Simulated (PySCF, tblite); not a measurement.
**C₄H₁₁AlCl₂O: geometry, infrared bands and NMR shifts**

Aim: predict the infrared bands and NMR shifts of C₄H₁₁AlCl₂O (`CC[O+](CCCl)[AlH2-][Cl]`).

The runs use tblite 0.8.0 and PySCF 2.14.0, with density-fitted response routines of our own; the level of theory stands in each step. All values are computed, except where a source is named. Atoms are numbered from 0 throughout.

## 1. Starting geometry

19 atoms, charge 0, multiplicity 1; geometry from: force field or distance geometry start.

Bonds of the start (Å): C0–C1 1.51, C1–O2 1.40, O2–C3 1.35, C3–C4 1.49, C4–Cl5 1.77, O2–Al6 1.80, Al6–Cl7 2.22, C0–H8 1.12, C0–H9 1.11, C0–H10 1.11, C1–H11 1.11, C1–H12 1.10, C3–H13 1.13, C3–H14 1.13, C4–H15 1.11, C4–H16 1.11, Al6–H17 1.60, Al6–H18 1.62.

## 2. Relaxing the molecule with GFN2-xTB

The job: settings as JSON, then the geometry in Å.

```
{"job": {"kind": "relax", "xc": "GFN2-xTB", "basis": "xTB"}, "charge": 0, "multiplicity": 1}
C      2.033000    -0.619900     0.265100
C      1.270100    -0.095000    -0.923900
O     -0.068800     0.199900    -0.638500
C     -0.774900    -0.873000    -0.221300
C     -2.216000    -0.700700     0.117300
Cl    -2.482900     0.488200     1.396800
Al    -0.186400     1.735100     0.285800
Cl    -1.919300     3.008700    -0.249000
H      1.897200     0.075500     1.138300
H      1.730200    -1.623800     0.624000
H      3.129900    -0.630400     0.069400
H      1.710000     0.875600    -1.234900
H      1.315200    -0.852600    -1.714700
H     -0.725500    -1.653800    -1.037500
H     -0.297500    -1.398500     0.658700
H     -2.738100    -0.348600    -0.802200
H     -2.641600    -1.687900     0.403600
H     -0.215000     1.553800     1.878000
H      1.170600     2.556700    -0.022400
```

Launch:

```
OMP_NUM_THREADS=1 python probes_run.py task.json out
```

One launch serves the whole session: the jobs run in the order shown.

**Question.** This job is followed by: GFN2-xTB harmonic vibrations, gas phase; GIAO PBE0/pcSseg-1 NMR shielding, non-relativistic, gas phase. Predict these results of the whole session: strongest single infrared mode (GFN2-xTB); zero-point energy (GFN2-xTB); 13C shifts against TMS (PBE0/pcSseg-1); 1H shifts against TMS (PBE0/pcSseg-1, means over atoms taken as alike); 17O shifts against H2O (PBE0/pcSseg-1); 35Cl shifts against HCl (PBE0/pcSseg-1); 27Al shifts against AlH4- (PBE0/pcSseg-1); surface potential, 1st and 99th percentile.

**Answer**, as computed:

| quantity | value |
| --- | --- |
| strongest single infrared mode (GFN2-xTB) | 796 cm⁻¹, 465 km/mol |
| zero-point energy (GFN2-xTB) | 88.6 kcal/mol |
| 13C shifts against TMS (PBE0/pcSseg-1) | 71.1, 67.4, 48.6, 13.6 ppm |
| 1H shifts against TMS (PBE0/pcSseg-1, means over atoms taken as alike) | 4.31, 4.22, 4.13, 3.99, 1.43 ppm |
| 17O shifts against H2O (PBE0/pcSseg-1) | 34.2 ppm |
| 35Cl shifts against HCl (PBE0/pcSseg-1) | 106, -25 ppm |
| 27Al shifts against AlH4- (PBE0/pcSseg-1) | 65.1 ppm |
| surface potential, 1st and 99th percentile | -1.26 V and 1.77 V |

Over 163 steps the energy fell by 1.284 eV; of the close pairs, Al6–Cl7 changed most, 2.216 to 2.048 Å. All 51 modes are real, so the xTB geometry is a minimum. The strongest single mode, at 796 cm⁻¹, moves mainly H18 and H17. GFN2-xTB is a fitted tight-binding method: band positions and strengths are rough. Its intensities can rank the bands wrongly. H15, H16 (mean) (hydrogen on an sp3 CH2 bonded to Cl) lies farthest downfield among hydrogen, at 4.31 ppm; its carbon carries Cl, which withdraws density. At PBE0/pcSseg-1: The largest span, 345 ppm, is at Cl5, where the paramagnetic term is -305 ppm.
